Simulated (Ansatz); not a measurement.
The system is Sr2SO.

```
Sr S O
1.0
     4.04324    0.00000    0.00000
     0.00000    4.04324    0.00000
     0.00000    0.00000    5.71800
Sr S O
2 1 1
Direct
  0.50000 0.50000 0.50000
  0.00000 0.00000 0.00000
  0.00000 0.00000 0.50000
  0.50000 0.50000 0.00000
```

The cell comes from a database or a generator and needn't be the stable form of this composition.

Base run:

| Item | Value |
| --- | --- |
| Program | Ansatz 0.2.0 |
| Functional | RPBE |
| Potentials or basis | Ansatz PAW |
| Cutoff | 420 eV (not typed: the program's choice for these potentials) |
| k mesh | 4 × 4 × 3 |
| Occupations | fermi-dirac, width 0.05 eV |
| Spin | no spin polarisation |

Its results: band gap on the k mesh 2.27 eV, direct; pressure 2.0 GPa.

Problem. After a change of settings the same cell gave: band gap on the k mesh 4.45 eV, direct; pressure -1.5 GPa. Which change was it?
A. functional from RPBE to r2SCAN; cutoff from 420 eV (not typed: the program's choice for these potentials) to 500 eV (not typed: the program's choice for these potentials)
B. functional from RPBE to PBEsol
C. functional from RPBE to HSE06
D. functional from RPBE to r2SCAN0; cutoff from 420 eV (not typed: the program's choice for these potentials) to 500 eV (not typed: the program's choice for these potentials)

Solution. D.

r2SCAN0 gives the wider gap, since exact exchange removes part of the self-interaction.

Caveats: odd divisions of the mesh miss points on the zone boundary, where band edges often lie, so the gap on the mesh can be too wide; the PAW data sets come from PBE, with cores solved anew for the run's functional, which leaves a small shift of forces and pressure; the density of states is complete only up to the lowest level of the last band computed; the thresholds are loose for stress (some runs).

Runs at the PBE level aren't shown here.
